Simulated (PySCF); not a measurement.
# Helium: the same states on changed settings

One table from this session's results is given with a row withheld; the runs are named, their logs left out.

Program: PySCF 2.14.0. Level of theory: unrestricted determinants in a Gaussian basis, no spin-orbit coupling in the energies. These are calculated values, not measurements, unless marked.

13 further runs of the same task are left out: 5 that didn't finish, 8 set aside as unsound or not needed.

**What is computed**

| Item | Value |
| --- | --- |
| Element | helium (Z = 2) |
| Basis | cc-pVDZ-DK |
| Hamiltonian | the spin-free X2C one-electron Hamiltonian (Gaussian nucleus) |
| State 1 | He: 1s2, closed-shell 1S |
| State 2 | He⁺: 1s1, 2S determinant |
| Methods | UHF, BP86, TPSS, MP2, CCSD(T) |
| Core shells frozen in the correlated runs | valence: nothing (for He) |

The outer shells:

He 1s2
```
1s [↑↓]
```

He+ 1s1
```
1s [↑ ]
```

The sound run (cc-pVDZ-DK, the spin-free X2C one-electron Hamiltonian (Gaussian nucleus), symmetry-adapted start, fine grid, valence correlation) gave:

```
species             method  energy (hartree)
     He                UHF          -2.85525
     He               BP86          -2.89823
     He               TPSS          -2.90262
     He      MP2 (valence)          -2.88109
     He  CCSD(T) (valence)          -2.88769
    He⁺                UHF          -1.99372
    He⁺               BP86          -1.98749
    He⁺               TPSS          -1.99488
```

One driver process ran all states and methods and kept the integrals in memory. Each run is shown as a PySCF script that sums up its settings (the driver passes frozen orbitals as a list and adds second-order terms of double hybrids); the logs are those of the runs themselves.

Set-up of the first run:

The driver's launch:

```
> OMP_NUM_THREADS=1 python atomrun2.py TASK.json OUT
```

File input.py:

```python
from pyscf import gto, scf, dft, mp, cc
import basis_set_exchange as bse
mol = gto.M(atom="He 0 0 0", charge=0, spin=0, symmetry="D2h",
            basis=gto.basis.parse(bse.get_basis("cc-pVDZ-DK", elements=["He"], fmt="nwchem", header=False)),
            nucmod="G")
mf = scf.UHF(mol).sfx2c1e()
mf.irrep_nelec = {'Ag': (1, 1)}
mf.init_guess = "sap"
mf.max_cycle = 50
mf.kernel()
```

Among the steps run: Changed run, He, method by method; Changed run, He⁺.

One of the session's tables, all rows but one given; the rest of the session is left out.

Ionisation energy of He:

```
 method  sound run (eV)
    UHF          23.443
   BP86               ?
   TPSS          24.701
    MP2          24.146
SCS-MP2          24.287
   CCSD          24.326
CCSD(T)          24.326
  CCSDT          24.326
    FCI          24.326
```

Estimate the missing values for BP86.

**Answer.** sound run (eV): 24.782. In the column «sound run (eV)» it is the highest.
